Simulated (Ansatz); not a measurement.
# CH2AlClN2: the cost of one run

The runs use Ansatz 0.2.0, Gaussian basis; the settings change from run to run.

## Step 1: The relaxed structure

The geometry comes from an earlier relaxation with PBE0-D4 in a triple-zeta def2 set; it is a stationary point, not always the lowest conformer.

7 atoms, charge 0, spin multiplicity 1.

Atoms are counted from 1 here; the program's logs count them from 0.

Bond lengths: Cl1–Al2 2.072 Å, Al2–N3 1.834 Å, Al2–N5 1.801 Å, N3–C4 1.290 Å, C4–N5 1.400 Å, C4–H6 1.097 Å, N5–H7 1.004 Å. Angles: Cl1–Al2–N3 144.7°, Cl1–Al2–N5 136.6°, N3–Al2–N5 78.6°, Al2–N3–C4 82.5°, N3–C4–N5 117.8°, N3–C4–H6 123.7°, N5–C4–H6 118.5°, Al2–N5–C4 81.0°, Al2–N5–H7 157.0°, C4–N5–H7 122.0°.

## Step 2: B97M-V/x2c-TZVPPall

This run has charge -1, multiplicity 2.

The input, in.yaml:

```yaml
crystal:
  periodic: [false, false, false]
  atoms:
    - {symbol: Cl, position_ang: [-0.717741, -3.116707, 0.220333]}
    - {symbol: Al, position_ang: [-0.287644, -1.092179, 0.311771]}
    - {symbol: N, position_ang: [-0.163810, 0.364125, 1.420425]}
    - {symbol: C, position_ang: [0.163921, 0.959982, 0.323821]}
    - {symbol: N, position_ang: [0.203636, 0.195393, -0.847754]}
    - {symbol: H, position_ang: [0.411549, 2.027048, 0.260797]}
    - {symbol: H, position_ang: [0.451289, 0.594438, -1.735192]}
basis:
  gaussian: {orbitals: x2c-TZVPPall}
total_charge: -1
magnetization: {spin_polarized: true, initial_magnetization: 1}
hamiltonian: {xc: {name: B97M-V}}
output: {forces: true}
```

Launch:

```
> ansatz run in.yaml --threads 2 --pin off --events-out ev --progress --plain --max-ram 4352MiB
```

Q: Estimate wall time and peak memory on 2 threads of INTEL XEON PLATINUM 8581C at 2.30GHz, shared host.

About 32 s, with a peak of 0.73 GiB.
